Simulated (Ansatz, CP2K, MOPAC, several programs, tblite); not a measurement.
Energy against volume for a 2-atom cell of InAs started from a crystallographic database, at fixed shape and fractional coordinates, computed by several methods (PBE and r2SCAN, where shown, with plane waves in Ansatz); the cell shown is that of r2SCAN. The symmetry is F-43m (No. 216, cubic); conventional cell a = 6.109 Å, 28.50 Å³ an atom. In is surrounded by 4 As at 2.65 Å; As is surrounded by 4 In at 2.65 Å. No spin polarisation and no zero-point or thermal motion. Energies count from each curve's lowest point; fits are third-order Birch-Murnaghan.

Space group F-43m (No. 216). a = 6.109 Å, b = 6.109 Å, c = 6.109 Å, α = 90.00°, β = 90.00°, γ = 90.00°
```csv
atom,site,symmetry,x,y,z
In,4a,-43m,0.0000,0.0000,0.0000
As,4d,-43m,0.2500,0.2500,0.7500
```

Q: PM7 (MOPAC), on the shape of the cell shown, as a cluster of 64 atoms at the zone centre, gives
```
V (Å³/atom)  E (meV/atom)
     25.081         78.19
     26.791          5.44
     28.501          0.00
     30.211         44.84
     31.921        129.12
```
What equilibrium volume and bulk modulus follow?

A: V₀ = 27.80 Å³ an atom and B₀ = 86 GPa.

Q: PBE/SZV (CP2K), on the shape of the cell shown, gives
```tsv
V (Å³/atom)	E (meV/atom)
25.081	243.55
26.791	107.29
28.501	31.59
30.211	0.00
31.921	1.47
```
What equilibrium volume and bulk modulus follow?

A: V₀ = 30.96 Å³ an atom and B₀ = 49 GPa.

Q: PBE/DZVP (CP2K), on the shape of the cell shown, gives
```csv
V (Å³/atom),E (meV/atom)
25.081,171.50
26.791,65.53
28.501,12.91
30.211,0.00
31.921,15.58
```
What equilibrium volume and bulk modulus follow?

A: V₀ = 30.05 Å³ an atom and B₀ = 49 GPa.

r2SCAN, on the shape of its own relaxed cell:
```tsv
V (Å³/atom)	E (meV/atom)
26.791	20.44
27.646	4.74
28.501	0.00
29.356	4.06
30.211	15.74
```
V₀ = 28.51 Å³ an atom and B₀ = 56 GPa.

GFN2-xTB (tblite), on the shape of the cell shown, as a cluster of 64 atoms at the zone centre:
```tsv
V (Å³/atom)	E (meV/atom)
25.081	231.44
26.791	124.34
28.501	45.27
30.211	8.25
31.921	0.00
```
The lowest point is an end point, so the minimum isn't bracketed.
